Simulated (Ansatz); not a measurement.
# C2H4BN (SMILES CN1B=C1): functionals against CCSD(T) at one geometry

An exercise on one series of results from a longer session: the logs are not shown, and one member is left open.

Computed with Ansatz 0.2.0, Gaussian basis. Level: single points in def2-TZVPP.

Cores are frozen in the correlated methods.

### Where the work starts

8 atoms, charge 0, spin multiplicity 1.

Atoms are counted from 1 here; the program's logs count them from 0.

Bond lengths: C1–N2 1.459 Å, C1–H5 0.873 Å, C1–H6 1.251 Å, C1–H7 1.027 Å, N2–B3 1.520 Å, N2–C4 1.301 Å, B3–C4 1.579 Å, C4–H8 1.032 Å. Angles: N2–C1–H5 115.7°, N2–C1–H6 102.4°, N2–C1–H7 103.7°, H5–C1–H6 109.3°, H5–C1–H7 116.5°, H6–C1–H7 108.0°, C1–N2–B3 158.2°, C1–N2–C4 133.9°, B3–N2–C4 67.6°, N2–B3–C4 49.6°, N2–C4–B3 62.8°, N2–C4–H8 126.0°, B3–C4–H8 171.0°.

Geometry (Å):

```
C    -0.1706    0.9120   -0.4166
N     0.4312   -0.2855    0.1609
B     1.5254   -1.2183    0.6535
C    -0.0235   -1.4641    0.4703
H    -0.6199    0.7917   -1.1559
H    -0.9532    1.2820    0.4871
H     0.6075    1.5810   -0.4567
H    -1.0102   -1.7640    0.4296
```

The first run:

run/in.yaml reads:

```yaml
crystal:
  periodic: [false, false, false]
  atoms:
    - {symbol: C, position_ang: [-0.170600, 0.912000, -0.416600]}
    - {symbol: N, position_ang: [0.431200, -0.285500, 0.160900]}
    - {symbol: B, position_ang: [1.525400, -1.218300, 0.653500]}
    - {symbol: C, position_ang: [-0.023500, -1.464100, 0.470300]}
    - {symbol: H, position_ang: [-0.619900, 0.791700, -1.155900]}
    - {symbol: H, position_ang: [-0.953200, 1.282000, 0.487100]}
    - {symbol: H, position_ang: [0.607500, 1.581000, -0.456700]}
    - {symbol: H, position_ang: [-1.010200, -1.764000, 0.429600]}
basis:
  gaussian: {orbitals: def2-TZVPP}
correlation: {method: ccsd_t}
output: {forces: true}
```

The command line of these runs was not kept.

Among the steps run: CCSD(T)/def2-TZVPP; PBE0-D4/def2-TZVPP; wB97M-V/def2-TZVPP; r2SCAN-D4/def2-TZVPP; PBE-D4/def2-TZVPP; HSE06-D4/def2-TZVPP; SPW92/def2-TZVPP.

One table of the session follows, with a row left open; its other results are not shown here.

| method | RMS force component (eV/Å) | angle to CCSD(T) forces (°) | dipole (D) |
| --- | --- | --- | --- |
| CCSD(T) | 4.506 | reference | 6.34 |
| PBE0-D4 | 4.569 | 3.5 | 6.55 |
| wB97M-V | 4.499 | 3.2 | 6.49 |
| r2SCAN-D4 | 4.506 | 2.3 | 6.60 |
| PBE-D4 | ? | ? | ? |
| HSE06-D4 | 4.567 | 3.4 | 6.54 |
| SPW92 | 4.624 | 4.8 | 6.60 |

**Question.** Estimate the row for PBE-D4.

**Answer.** RMS force component (eV/Å): 4.518; angle to CCSD(T) forces (°): 1.9; dipole (D): 6.50. In the column «RMS force component (eV/Å)» it lies between r2SCAN-D4 (4.506) and HSE06-D4 (4.567).
